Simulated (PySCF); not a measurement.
# C2H9NSi2: the cost of one run

Programs: PySCF 2.14.0, with density-fitted response routines of our own. Each step states its level of theory. These are calculated values for one molecule in the gas phase, unless marked as measured. Atoms count from 0, in the outputs and in this text.

## 1. The starting structure

14 atoms, charge 0, multiplicity 1; geometry from: PBE0-D3(BJ)/def2-SVP.

Bonds of the start (Å): Si0–C1 1.90, C1–C2 1.50, C2–N3 1.26, N3–Si4 1.74, Si0–H5 1.49, Si0–H6 1.49, Si0–H7 1.49, C1–H8 1.10, C1–H9 1.10, C2–H10 1.11, Si4–H11 1.49, Si4–H12 1.50, Si4–H13 1.49.

## 2. Excited states and response: PBE0/def2-SVP

The job: settings as JSON, then the geometry in Å.

```
{"job": {"kind": "uv", "xc": "PBE0", "basis": "def2-SVP"}, "charge": 0, "multiplicity": 1}
Si    -2.019199    -0.384397     0.094337
C     -0.600106     0.107595    -1.069403
C      0.235802     1.197782    -0.474053
N      1.267413     1.088123     0.249483
Si     2.152321    -0.294628     0.834668
H     -2.863721     0.807141     0.407199
H     -2.861940    -1.428002    -0.562331
H     -1.447594    -0.926557     1.362829
H     -1.049591     0.438806    -2.019716
H     -0.006624    -0.801237    -1.260066
H     -0.144067     2.220725    -0.679871
H      2.027615    -0.303964     2.321418
H      1.711632    -1.638910     0.322544
H      3.583371    -0.105439     0.459725
```

With the program's defaults for keys left out, this is: TDDFT PBE0/def2-SVP, vertical, gas phase, core orbitals frozen in the response.

Command:

```bash
> OMP_NUM_THREADS=1 python probes_run.py task.json out
```

This one command runs all jobs of the session in turn.

Q: Estimate the wall time and peak memory of this first job on 1 thread of AMD EPYC 9R45, shared host.

About 7 s, with a peak of 0.64 GiB.
